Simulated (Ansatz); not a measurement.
# GaH₅OS (built from SMILES O.[SH][GaH2]): search for a transition state

Is there a first-order saddle for this four-centre ligand exchange, which should form Ga1–O6, S2–H5 and break Ga1–S2, H5–O6, and which two structures does it connect?

The runs use Ansatz 0.2.0, Gaussian basis; PBE0-D4, def2-SVP first, then def2-TZVP.

152 further runs of the same task are left out: 152 set aside as unsound or not needed.

### 1 The starting structure

The guess: 8 atoms, charge 0, spin multiplicity 1.

Atoms are counted from 1 here; the program's logs count them from 0.

Bond lengths: Ga1–S2 2.395 Å, Ga1–H3 1.548 Å, Ga1–H4 1.543 Å, Ga1–O6 1.912 Å, S2–H5 1.637 Å, S2–H7 1.334 Å, H5–O6 1.255 Å, O6–H8 0.960 Å. Angles: S2–Ga1–H3 110.7°, S2–Ga1–H4 116.6°, S2–Ga1–O6 78.0°, H3–Ga1–H4 121.1°, H3–Ga1–O6 110.7°, H4–Ga1–O6 111.7°, Ga1–S2–H5 59.4°, Ga1–S2–H7 90.4°, H5–S2–H7 91.2°, S2–H5–O6 142.1°, Ga1–O6–H5 80.3°, Ga1–O6–H8 155.8°, H5–O6–H8 122.6°.

Geometry (Å):

```
Ga   -0.90410    0.01220   -0.38130
S     1.05530    1.38640   -0.48430
H    -0.93330   -0.99010   -1.56080
H    -2.19630    0.68950    0.11980
H     0.89880    0.24510    0.67810
O     0.14040   -0.67770    1.06460
H     1.63790    0.51110   -1.30500
H     0.30120   -1.17650    1.86880
```

Distances that are to change: Ga1–O6 1.91 Å, S2–H5 1.64 Å, Ga1–S2 2.40 Å, H5–O6 1.26 Å.

### 2 Relaxing the guess with the reacting distances held

Contents of hold/in.yaml:

```yaml
crystal:
  periodic: [false, false, false]
  atoms:
    - {symbol: Ga, position_ang: [-0.904100, 0.012200, -0.381300]}
    - {symbol: S, position_ang: [1.055300, 1.386400, -0.484300]}
    - {symbol: H, position_ang: [-0.933300, -0.990100, -1.560800]}
    - {symbol: H, position_ang: [-2.196300, 0.689500, 0.119800]}
    - {symbol: H, position_ang: [0.898800, 0.245100, 0.678100]}
    - {symbol: O, position_ang: [0.140400, -0.677700, 1.064600]}
    - {symbol: H, position_ang: [1.637900, 0.511100, -1.305000]}
    - {symbol: H, position_ang: [0.301200, -1.176500, 1.868800]}
basis:
  gaussian: {orbitals: def2-SVP}
hamiltonian: {xc: pbe0, dispersion: d4}
relax: {f_tol: 0.04, max_steps: 150, escape_saddle: false, constraints: [{distance: [0, 5]}, {distance: [1, 4]}, {distance: [0, 1]}, {distance: [4, 5]}]}
```

On the command line:

```bash
$ ansatz run in.yaml --threads 4 --pin off --events-out ev --progress --plain --max-ram 9574MiB
```

What it wrote (excerpt; [...] marks lines left out):

```text
Functional definition: PBE0
  name "PBE0"
  cite "Adamo & Barone, J. Chem. Phys. 110, 6158 (1999) doi:10.1063/1.478522"
  cite "Perdew, Burke & Ernzerhof, Phys. Rev. Lett. 77, 3865 (1996) doi:10.1103/PhysRevLett.77.3865"
  parent pbe
[...]
924 factors; integrals over basis functions are off by at most 2.9e-4 eV
[...]
mean field -65317.58297567 eV, -2400.3769005080 hartree, gradient 4.8e-5 eV, S^2 0.000000; 0 other end points of the search recorded, 0 dependent functions left out
[...]
reference -65317.58300325 eV, -2400.3769015215 hartree; 30, 30 occupied and 59, 59 virtual orbitals, 924 factors
relax step   1: F+E_penalty+E_count = -65317.71664433 eV  Δ(F+E_penalty+E_count) = +0.000e0 eV  max|allowed force component| = 4.845e-1 eV/Å  Δτ_max = 0.0000 Å  (23 SCF iters, accepted)
[...]
relax step   3: F+E_penalty+E_count = -65317.80686085 eV  Δ(F+E_penalty+E_count) = -1.650e-2 eV  max|allowed force component| = 2.926e-1 eV/Å  Δτ_max = 0.0813 Å  (24 SCF iters, accepted)
[...]
relax step   5: F+E_penalty+E_count = -65317.78335978 eV  Δ(F+E_penalty+E_count) = +4.426e-2 eV  max|allowed force component| = 2.668e0 eV/Å  Δτ_max = 0.1953 Å  (28 SCF iters, rejected (line search))
[...]
relax step   7: F+E_penalty+E_count = -65317.89751251 eV  Δ(F+E_penalty+E_count) = -3.155e-2 eV  max|allowed force component| = 3.041e-1 eV/Å  Δτ_max = 0.1000 Å  (27 SCF iters, accepted)
[...]
relax step  10: F+E_penalty+E_count = -65317.92182873 eV  Δ(F+E_penalty+E_count) = -2.624e-3 eV  max|allowed force component| = 3.813e-2 eV/Å  Δτ_max = 0.0205 Å  (24 SCF iters, accepted)
  distance Ga 0 - O 5 held at 1.912477 Å   reaction = -9.5543e-1 eV/Å
  distance S 1 - H 4 held at 1.636530 Å   reaction = -3.7618e-1 eV/Å
  distance Ga 0 - S 1 held at 2.395471 Å   reaction = -2.3914e-1 eV/Å
  distance H 4 - O 5 held at 1.255433 Å   reaction = +7.4567e-1 eV/Å
924 factors; integrals over basis functions are off by at most 3.2e-4 eV
mean field -65317.78761883 eV, -2400.3844210056 hartree, gradient 6.0e-5 eV, S^2 0.000000; 1 other end points of the search recorded, 0 dependent functions left out
[...]
reference -65317.78764650 eV, -2400.3844220224 hartree; 30, 30 occupied and 59, 59 virtual orbitals, 924 factors
Total energy: -65317.92185640 eV, -2400.3893541451 hartree
Atom 0 at    -0.892703    -0.096867    -0.372406 Å, force    -0.753454     0.229955    -0.650673 eV/Å
Atom 1 at     1.003369     1.365632    -0.437902 Å, force     0.208911     0.424823    -0.254124 eV/Å
Atom 2 at    -0.925526    -1.029450    -1.623222 Å, force     0.004093     0.000585    -0.002201 eV/Å
Atom 3 at    -2.077247     0.664595     0.312922 Å, force     0.003604    -0.006689     0.011074 eV/Å
Atom 4 at     0.957185     0.133312     0.637963 Å, force    -0.438781    -0.876054     0.434921 eV/Å
Atom 5 at     0.253815    -0.856613     0.956448 Å, force     0.979996     0.213192     0.502656 eV/Å
Atom 6 at     1.691335     0.656346    -1.359563 Å, force    -0.003232     0.004452    -0.003522 eV/Å
Atom 7 at    -0.010328    -0.836955     1.885659 Å, force    -0.001137     0.009736    -0.038130 eV/Å
Dipole moment:     0.127733    -0.130079     0.288312 e Å
```

Wall time 59 s (4 threads of Intel Xeon at 2.50GHz, shared host); peak memory 0.2 GiB.

Relaxation path: (the energy doesn't fall at every step)

```tsv
step	energy from step 1 (eV)	largest force component (eV/Å)
1	0.0000	0.4845
2	-0.0737	0.3260
3	-0.0902	0.2926
4	-0.1110	0.2718
5	-0.0667	2.6676
6	-0.1493	0.3664
7	-0.1809	0.3041
8	-0.2026	0.2254
9	-0.1986	0.1848
10	-0.2052	0.0381
```

Distances of close pairs at the start and the end, largest changes first:

```tsv
bond	before (Å)	after (Å)	change (Å)
Ga1–H4	1.543	1.566	+0.023
S2–H7	1.334	1.351	+0.017
Ga1–H3	1.548	1.561	+0.012
O6–H8	0.960	0.966	+0.006
Ga1–O6	1.912	1.912	+0.000
Ga1–S2	2.395	2.395	+0.000
S2–H5	1.637	1.637	+0.000
H5–O6	1.255	1.255	+0.000
```

### 3 A starting Hessian

Contents of hessian/in.yaml:

```yaml
crystal:
  periodic: [false, false, false]
  atoms:
    - {symbol: Ga, position_ang: [-0.892703, -0.096867, -0.372406]}
    - {symbol: S, position_ang: [1.003369, 1.365632, -0.437902]}
    - {symbol: H, position_ang: [-0.925526, -1.029450, -1.623222]}
    - {symbol: H, position_ang: [-2.077247, 0.664595, 0.312922]}
    - {symbol: H, position_ang: [0.957185, 0.133312, 0.637963]}
    - {symbol: O, position_ang: [0.253815, -0.856613, 0.956448]}
    - {symbol: H, position_ang: [1.691335, 0.656346, -1.359563]}
    - {symbol: H, position_ang: [-0.010328, -0.836955, 1.885659]}
basis:
  gaussian: {orbitals: def2-SVP}
hamiltonian: {xc: pbe0, dispersion: d4}
phonons: {}
scf: {lower_state_search: off}
```

On the command line:

```bash
$ ansatz run in.yaml --threads 4 --pin off --events-out ev --progress --plain --max-ram 9574MiB
```

What it wrote (excerpt; [...] marks lines left out):

```text
[... 5 set-up lines as earlier in the session ...]
[...]
922 factors; integrals over basis functions are off by at most 3.2e-4 eV
[...]
mean field -65317.78761986 eV, -2400.3844210434 hartree, gradient 1.6e-6 eV, S^2 0.000000; 0 other end points of the search recorded, 0 dependent functions left out
[...]
reference -65317.78764754 eV, -2400.3844220604 hartree; 30, 30 occupied and 59, 59 virtual orbitals, 922 factors
[... from here to the last solve, the lines of the solves are left out (47 solves) ...]
922 factors; integrals over basis functions are off by at most 3.2e-4 eV
mean field -65317.78755744 eV, -2400.3844187493 hartree, gradient 1.4e-6 eV, S^2 0.000000; 0 other end points of the search recorded, 0 dependent functions left out
[...]
WARN: phonons: modes at or below zero, which the zero-point energy, F, S and C_V leave out: 1, the lowest at -978.03 cm⁻¹. A minimum has none, and a first-order saddle one
[...]
Atom 0 at    -0.892703    -0.096867    -0.372406 Å, force    -0.753436     0.229948    -0.650650 eV/Å
Atom 1 at     1.003369     1.365632    -0.437902 Å, force     0.208893     0.424831    -0.254115 eV/Å
Atom 2 at    -0.925526    -1.029450    -1.623222 Å, force     0.004088     0.000590    -0.002198 eV/Å
Atom 3 at    -2.077247     0.664595     0.312922 Å, force     0.003597    -0.006686     0.011064 eV/Å
Atom 4 at     0.957185     0.133312     0.637963 Å, force    -0.438775    -0.876053     0.434929 eV/Å
Atom 5 at     0.253815    -0.856613     0.956448 Å, force     0.979995     0.213187     0.502618 eV/Å
Atom 6 at     1.691335     0.656346    -1.359563 Å, force    -0.003219     0.004442    -0.003535 eV/Å
Atom 7 at    -0.010328    -0.836955     1.885659 Å, force    -0.001144     0.009741    -0.038113 eV/Å
Dipole moment:     0.127733    -0.130078     0.288312 e Å
Vibrations: -978.03 283.50 351.60 392.30 440.17 477.32 535.69 608.27 619.35 699.46 741.99 783.26 1297.87 1541.53 1991.46 2011.69 2719.13 3865.67 cm⁻¹, zero-point energy 1.200184 eV
Checks for a lower state left out: stability, starts, cluster_reference, orbital_swaps, neighbouring_geometries, increment
```

Wall time 2.8 min (4 threads of Intel Xeon at 2.50GHz, shared host); peak memory 0.18 GiB.

The structure is not stationary yet, so these wavenumbers are no spectrum; the search needs only the force constants.

### 4 Saddle search in the small basis

A small driver takes partitioned rational-function steps: uphill along one mode, downhill along the rest. It calls the program once a step for energy and forces and updates the Hessian by Bofill's formula. It stops when the largest force is under 0.04 eV/Å and the followed curvature is negative. The first step's input:

Contents of presaddle/in.yaml:

```yaml
crystal:
  periodic: [false, false, false]
  atoms:
    - {symbol: Ga, position_ang: [-0.892703, -0.096867, -0.372406]}
    - {symbol: S, position_ang: [1.003369, 1.365632, -0.437902]}
    - {symbol: H, position_ang: [-0.925526, -1.029450, -1.623222]}
    - {symbol: H, position_ang: [-2.077247, 0.664595, 0.312922]}
    - {symbol: H, position_ang: [0.957185, 0.133312, 0.637963]}
    - {symbol: O, position_ang: [0.253815, -0.856613, 0.956448]}
    - {symbol: H, position_ang: [1.691335, 0.656346, -1.359563]}
    - {symbol: H, position_ang: [-0.010328, -0.836955, 1.885659]}
basis:
  gaussian: {orbitals: def2-SVP}
hamiltonian: {xc: pbe0, dispersion: d4}
output: {forces: true}
scf: {lower_state_search: off}
```

On the command line:

```bash
$ ansatz run in.yaml --threads 4 --pin off --events-out ev --progress --plain --max-ram 9574MiB
```

Step by step:

```tsv
step	energy (eV)	largest force (eV/Å)	followed curvature (eV/Å²)
1	-65317.92184	0.9800	-6.37
2	-65317.82068	0.4394	-5.31
3	-65317.81668	0.2972	-5.34
4	-65317.81904	0.1313	-5.47
5	-65317.81980	0.0453	-5.73
6	-65317.81985	0.0274	-4.93
```

The 6 steps took 33 s in all (4 threads of Intel Xeon at 2.50GHz, shared host).

### 5 Saddle search in triple zeta

A small driver takes partitioned rational-function steps: uphill along one mode, downhill along the rest. It calls the program once a step for energy and forces and updates the Hessian by Bofill's formula. It stops when the largest force is under 0.01 eV/Å and the followed curvature is negative. The first step's input:

Contents of saddle/in.yaml:

```yaml
crystal:
  periodic: [false, false, false]
  atoms:
    - {symbol: Ga, position_ang: [-0.950582, -0.178637, -0.307994]}
    - {symbol: S, position_ang: [1.064356, 1.380715, -0.444350]}
    - {symbol: H, position_ang: [-0.916893, -1.001264, -1.634210]}
    - {symbol: H, position_ang: [-2.111517, 0.666355, 0.315250]}
    - {symbol: H, position_ang: [1.065818, 0.302860, 0.547292]}
    - {symbol: O, position_ang: [0.227618, -0.898434, 0.992267]}
    - {symbol: H, position_ang: [1.708969, 0.638691, -1.371472]}
    - {symbol: H, position_ang: [-0.087870, -0.910286, 1.903116]}
basis:
  gaussian: {orbitals: def2-TZVP}
hamiltonian: {xc: pbe0, dispersion: d4}
output: {forces: true}
scf: {lower_state_search: off}
```

On the command line:

```bash
$ ansatz run in.yaml --threads 4 --pin off --events-out ev --progress --plain --max-ram 9574MiB
```

Step by step:

```tsv
step	energy (eV)	largest force (eV/Å)	followed curvature (eV/Å²)
1	-65330.83730	0.2262	-4.93
2	-65330.83770	0.1242	-3.64
3	-65330.83790	0.0463	-3.46
4	-65330.83809	0.0157	-3.50
5	-65330.83804	0.0313	-3.75
6	-65330.83813	0.0040	-3.73
```

The 6 steps took 41 s in all (4 threads of Intel Xeon at 2.50GHz, shared host).

Geometry at the end of the search:

```mol
GaH5OS
  3D, bonds by distance, orders not assigned

  8  7  0  0  0  0  0  0  0  0999 V2000
   -0.9346   -0.1671   -0.3227 Ga  0  0
    1.0503    1.3738   -0.4411 S   0  0
   -0.9238   -0.9983   -1.6408 H   0  0
   -2.0951    0.6568    0.3249 H   0  0
    1.0338    0.2763    0.5510 H   0  0
    0.2426   -0.8999    0.9874 O   0  0
    1.7041    0.6337   -1.3514 H   0  0
   -0.0773   -0.8753    1.8926 H   0  0
  1  2  8  0
  1  3  8  0
  1  4  8  0
  1  6  8  0
  2  5  8  0
  2  7  8  0
  6  8  8  0
M  END
```

Followed mode, largest move set to 1: H5 (0.55, 0.68, -0.49); O6 (-0.38, -0.33, 0.09); Ga1 (-0.13, -0.35, 0.29); H8 (-0.23, -0.12, 0.09).

### 6 Vibrations at the point found

Contents of vib/in.yaml:

```yaml
crystal:
  periodic: [false, false, false]
  atoms:
    - {symbol: Ga, position_ang: [-0.934635, -0.167071, -0.322682]}
    - {symbol: S, position_ang: [1.050251, 1.373750, -0.441102]}
    - {symbol: H, position_ang: [-0.923829, -0.998277, -1.640752]}
    - {symbol: H, position_ang: [-2.095083, 0.656807, 0.324851]}
    - {symbol: H, position_ang: [1.033804, 0.276326, 0.550997]}
    - {symbol: O, position_ang: [0.242625, -0.899940, 0.987365]}
    - {symbol: H, position_ang: [1.704081, 0.633721, -1.351383]}
    - {symbol: H, position_ang: [-0.077313, -0.875314, 1.892607]}
basis:
  gaussian: {orbitals: def2-TZVP}
hamiltonian: {xc: pbe0, dispersion: d4}
phonons: {temperatures: {t_min: 298.15, t_max: 900, t_step: 200}}
```

On the command line:

```bash
$ ansatz run in.yaml --threads 4 --pin off --events-out ev --progress --plain --max-ram 9574MiB
```

What it wrote (excerpt; [...] marks lines left out):

```text
[... 5 set-up lines as earlier in the session ...]
[...]
1055 factors; their error is unknown
[...]
mean field -65330.70412888 eV, -2400.8590939945 hartree, gradient 1.9e-5 eV, S^2 0.000000; 0 other end points of the search recorded, 0 dependent functions left out
[...]
reference -65330.70415788 eV, -2400.8590950602 hartree; 30, 30 occupied and 116, 116 virtual orbitals, 1055 factors
[... from here to the last solve, the lines of the solves are left out (47 solves) ...]
1055 factors; their error is unknown
mean field -65330.70397467 eV, -2400.8590883273 hartree, gradient 1.1e-6 eV, S^2 0.000000; 0 other end points of the search recorded, 0 dependent functions left out
[...]
WARN: phonons: modes at or below zero, which the zero-point energy, F, S and C_V leave out: 1, the lowest at -539.17 cm⁻¹. A minimum has none, and a first-order saddle one
[...]
Total energy: -65330.83813237 eV, -2400.8640185321 hartree
Atom 0 at    -0.934635    -0.167071    -0.322682 Å, force     0.001882     0.001678     0.001735 eV/Å
Atom 1 at     1.050251     1.373750    -0.441102 Å, force    -0.001982     0.000009     0.001536 eV/Å
Atom 2 at    -0.923829    -0.998277    -1.640752 Å, force    -0.000109    -0.000686    -0.000181 eV/Å
Atom 3 at    -2.095083     0.656807     0.324851 Å, force     0.000269     0.000691    -0.000646 eV/Å
Atom 4 at     1.033804     0.276326     0.550997 Å, force    -0.000530    -0.000103    -0.004039 eV/Å
Atom 5 at     0.242625    -0.899940     0.987365 Å, force     0.003055     0.000055     0.001509 eV/Å
Atom 6 at     1.704081     0.633721    -1.351383 Å, force     0.000040    -0.000554     0.000304 eV/Å
Atom 7 at    -0.077313    -0.875314     1.892607 Å, force    -0.002624    -0.001091    -0.000218 eV/Å
Dipole moment:     0.078306     0.047354     0.118505 e Å
Vibrations: -539.17 215.43 296.88 353.59 439.96 477.07 547.20 566.08 598.16 678.67 733.73 812.16 1255.54 1535.47 1987.91 2008.46 2721.07 3886.36 cm⁻¹, zero-point energy 1.184901 eV
```

It took 4.8 min on 4 threads of Intel Xeon at 2.50GHz, shared host; peak memory 0.36 GiB.

The modes, with what each moves most:

```tsv
mode	wavenumber (cm⁻¹)	character
1	539i	changes S2–H5, H5–O6
2	215	Ga–S stretch
3	297	torsion
4	354	bend
5	440	torsion with bend
6	477	bend with torsion
7	547	bend
8	566	Ga–O stretch
9	598	torsion with bend
10	679	bend with torsion
11	734	bend with torsion
12	812	bend
13	1256	bend
14	1535	S–H stretch with bend
15	1988	Ga–H stretch
16	2008	Ga–H stretch
17	2721	S–H stretch
18	3886	O–H stretch
```

Vibrational sums (real modes only):

```tsv
T (K)	entropy (J/mol/K)	heat capacity (J/mol/K)
298	35.5	56.8
498	71.3	82.1
698	101.6	97.1
898	127.3	107.3
```

### 7 Relaxing after a step of 0.30 Å one way along the mode

Contents of downa/in.yaml:

```yaml
crystal:
  periodic: [false, false, false]
  atoms:
    - {symbol: Ga, position_ang: [-0.974425, -0.271654, -0.236500]}
    - {symbol: S, position_ang: [1.100213, 1.375404, -0.418498]}
    - {symbol: H, position_ang: [-0.914407, -0.971004, -1.645054]}
    - {symbol: H, position_ang: [-2.105327, 0.657105, 0.318598]}
    - {symbol: H, position_ang: [1.197553, 0.479790, 0.403387]}
    - {symbol: O, position_ang: [0.127635, -0.999344, 1.015270]}
    - {symbol: H, position_ang: [1.715428, 0.641445, -1.357480]}
    - {symbol: H, position_ang: [-0.146769, -0.911742, 1.920178]}
basis:
  gaussian: {orbitals: def2-TZVP}
hamiltonian: {xc: pbe0, dispersion: d4}
relax: {f_tol: 0.005, max_steps: 200}
```

On the command line:

```bash
$ ansatz run in.yaml --threads 4 --pin off --events-out ev --progress --plain --max-ram 9574MiB
```

What it wrote (excerpt; [...] marks lines left out):

```text
[... 5 set-up lines as earlier in the session ...]
[...]
1055 factors; their error is unknown
[...]
mean field -65330.42079233 eV, -2400.8486815685 hartree, gradient 1.5e-5 eV, S^2 0.000000; 0 other end points of the search recorded, 0 dependent functions left out
[...]
reference -65330.42082218 eV, -2400.8486826652 hartree; 30, 30 occupied and 116, 116 virtual orbitals, 1055 factors
relax step   1: F+E_penalty+E_count = -65330.55387503 eV  Δ(F+E_penalty+E_count) = +0.000e0 eV  max|allowed force component| = 3.712e0 eV/Å  Δτ_max = 0.0000 Å  (27 SCF iters, accepted)
[...]
reference -65330.82335641 eV, -2400.8634755255 hartree; 30, 30 occupied and 116, 116 virtual orbitals, 1055 factors
Total energy: -65330.95319552 eV, -2400.8682470249 hartree
Atom 0 at    -0.965689    -0.315110    -0.187463 Å, force     0.000129    -0.001261     0.001155 eV/Å
Atom 1 at     1.067442     1.415578    -0.467091 Å, force     0.002492    -0.003010     0.000421 eV/Å
Atom 2 at    -0.814867    -0.983975    -1.593265 Å, force    -0.000181     0.000390     0.000062 eV/Å
Atom 3 at    -2.106106     0.659334     0.273042 Å, force     0.000246     0.000308    -0.000088 eV/Å
Atom 4 at     1.666477     0.559179     0.381725 Å, force    -0.001742     0.002213    -0.002779 eV/Å
Atom 5 at    -0.052121    -1.173804     1.132579 Å, force     0.001702    -0.001191    -0.002272 eV/Å
Atom 6 at     1.597476     0.817999    -1.546833 Å, force    -0.000796     0.001120     0.002195 eV/Å
Atom 7 at    -0.392711    -0.979201     2.007206 Å, force    -0.001850     0.001431     0.001307 eV/Å
Dipole moment:     0.299871     0.348025    -0.044074 e Å
```

It took 2.5 min on 4 threads of Intel Xeon at 2.50GHz, shared host; peak memory 0.36 GiB.

Step by step:

```tsv
step	energy from step 1 (eV)	largest force component (eV/Å)
1	0.0000	3.7121
2	-0.3564	0.8155
3	-0.3781	0.5816
4	-0.3892	0.3408
5	-0.3965	0.1379
6	-0.3983	0.0424
7	-0.3987	0.0186
8	-0.3989	0.0104
9	-0.3990	0.0120
10	-0.3991	0.0251
11	-0.3992	0.0240
12	-0.3992	0.0291
13	-0.3993	0.0189
14	-0.3993	0.0025
15	-0.3993	0.0027
16	-0.3993	0.0030
```

Close pairs (by a distance rule), those that changed most:

```tsv
bond	before (Å)	after (Å)	change (Å)
S2–H5	1.219	1.346	+0.127
Ga1–S2	2.655	2.685	+0.029
Ga1–H3	1.574	1.564	-0.010
O6–H8	0.950	0.959	+0.009
Ga1–H4	1.565	1.569	+0.004
S2–H7	1.341	1.343	+0.002
Ga1–O6	1.820	1.821	+0.001
```

[end of part 1 of 2]
